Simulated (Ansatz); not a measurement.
# Rh: stress in a strained cell

Rh is deformed so: equal xx and yy strain of +3 %. What stress and forces result, by LAPW, PAW and all-electron datasets made for the crystal?

Computed with Ansatz 0.2.0 (DFT PBEsol, scalar-relativistic, unless a step's input says otherwise).

## Step 1: The structure to begin with

Symmetry: Fm-3m, No. 225, cubic system. The conventional cell has a = 3.803 Å, b = 3.803 Å, c = 3.803 Å, α = 90.00°, β = 90.00°, γ = 90.00°. Rh (site symmetry m-3m) has 12 Rh at 2.69 Å as nearest neighbours.

Coordinates:

```
CELL_PARAMETERS angstrom
0.00000 1.90155 1.90155
1.90155 0.00000 1.90155
1.90155 1.90155 0.00000
ATOMIC_POSITIONS crystal
Rh 0.00000 0.00000 0.00000
```

## Step 2: The deformed structure

Space group Fm-3m before, I4/mmm after.

## Step 3: Full-potential LAPW

Contents of input.yaml:

```yaml
crystal:
  lattice:
    - [0.0, 1.9585965, 1.90155]
    - [1.9585965, 0.0, 1.90155]
    - [1.9585965, 1.9585965, 0.0]
  atoms:
    - { symbol: Rh, position: [0.0, 0.0, 0.0] }
kpoints:
  mp_grid: { grid: [16, 16, 16] }
  band_path:
    path:
      - [0.0, 0.0, 0.0]
      - [0.0, 0.5, 0.5]
      - [0.25, 0.75, 0.5]
      - [0.0, 0.5, 0.0]
      - [0.0, 0.0, 0.0]
      - [0.5, 0.5, 0.0]
      - [0.3826125, 0.6173875, 0.0]
      - [-0.3826125, 0.3826125, 0.0]
      - [0.0, 0.0, 0.0]
    npoints: 5
scf:
  occupations: { method: fermi_dirac, width: 0.08 }
hamiltonian:
  xc: pbesol
  pseudopotentials: { kind: all_electron, lapw: { basis_error: 0.001 } }
output:
  forces: true
  stress: true
  eigenvalues: true
```

Started as:

```sh
ansatz run input.yaml --threads 1 --pin off --max-ram 3072MiB --backend cpu --events-out ev --progress --plain --runs-dir out
```

## Step 4: PAW on the default files

Contents of input.yaml:

```yaml
crystal:
  lattice:
    - [0.0, 1.9585965, 1.90155]
    - [1.9585965, 0.0, 1.90155]
    - [1.9585965, 1.9585965, 0.0]
  atoms:
    - { symbol: Rh, position: [0.0, 0.0, 0.0] }
kpoints:
  mp_grid: { grid: [16, 16, 16] }
scf:
  occupations: { method: fermi_dirac, width: 0.08 }
hamiltonian:
  xc: pbesol
  pseudopotentials: { kind: paw }
output:
  forces: true
  stress: true
  eigenvalues: true
  efg: { contact_densities: true }
```

## Step 5: All-electron PAW on datasets made for the crystal

input.yaml: that of step 4 with these lines changed.

```diff
@@ -13,3 +13,3 @@
   xc: pbesol
-  pseudopotentials: { kind: paw }
+  pseudopotentials: { kind: all_electron, datasets: crystal }
 output:
```

(Steps that only read results are left out.)

Q: Predict the outcome of this session. Wanted: pressure; largest shear or deviatoric stress.

The runs gave:

```
                                 quantity                                                 value
                                 pressure  LAPW -18.36, PAW -18.34, crystal datasets -18.35 GPa
largest shear or deviatoric stress (LAPW)                                              3.94 GPa
```

The largest part of the stress beyond the pressure is 3.94 GPa in size, in the zz component. No run of the undeformed cell stands beside it, so the pressure holds what the given cell had before the change. PAW: stress within 0.02 GPa of LAPW. Crystal datasets: stress within 0.01 GPa of LAPW.
